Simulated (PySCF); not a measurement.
**The bond of GaCl, level by level**

One table from this session's results is given with a row withheld; the runs are named, their logs left out.

Program: PySCF 2.14.0. Level of theory: Ga cc-pVDZ-PP with ECP10, Cl cc-pV(D+d)Z, scalar-relativistic core potentials. These are calculated values, not measurements.

Set-up of the first run:

The job is set up so:

| Item | Value |
| --- | --- |
| atoms | Ga, Cl |
| charge | 0 |
| basis | Ga cc-pVDZ-PP with ECP10, Cl cc-pV(D+d)Z |
| Hamiltonian | scalar-relativistic core potentials |
| basis functions | 46 |
| electrons treated | 38 |
| masses in u | 68.9256, 34.9689 |
| levels | PBE0, PBE, r²SCAN, PW91, r²SCAN0, TPSSh, ωB97X, HF, MP2, SCS-MP2, CCSD, CCSD(T) |
| grid | 80 radial by 434 angular points |
| occupations | held fixed by the projection of orbital angular momentum |
| dissociation limit | Ga + Cl, each in its ground configuration |
| starting distance in angstrom | 2.175 |
| values of 2S to try | 0, 2 |

The run is started by

```console
$ OMP_NUM_THREADS=1 python dia.py task.json out
```

Among the steps run: The job; PBE0 along the bond; Excited determinants; PBE; r²SCAN (meta-GGA); PW91 (GGA); r²SCAN0; TPSSh (hybrid meta-GGA); ωB97X (range-separated hybrid); RHF; Adding correlation.

One of the session's tables, all rows but one given; the rest of the session is left out.

It belongs to the step «The curves together». Energy (eV) from each level's lowest point:

```
R (Å)    RHF  RHF-MP2  RHF-SCS-MP2  RHF-CCSD  RHF-CCSD(T)
1.934  0.883    0.809        0.837       n/a          n/a
2.024  0.397    0.344        0.364     0.362        0.363
2.114      ?        ?            ?         ?            ?
2.182  0.032    0.016        0.022     0.021        0.021
2.249  0.000    0.000        0.000     0.000        0.000
2.317  0.017    0.034        0.029     0.029        0.029
2.406  0.097    0.138        0.125     0.126        0.126
2.519  0.259    0.330        0.309     0.310        0.310
2.654  0.507    0.615        0.584     0.586        0.587
2.834  0.878    1.034        0.993       n/a          n/a
```

Q: Estimate the row for R (Å) = 2.114 from the others.

Worked estimate for «RHF». A straight line through the neighbours (2.024, 0.397) and (2.182, 0.032) gives 0.397 + (0.032 − 0.397) × (2.114 − 2.024) / (2.182 − 2.024) = 0.189; a parabola fitted to 4 rows on both sides gives 0.120.

As computed: RHF: 0.130; RHF-MP2: 0.098; RHF-SCS-MP2: 0.109; RHF-CCSD: 0.108; RHF-CCSD(T): 0.109. In «RHF» the line misses by +0.059 and the parabola by -0.010.
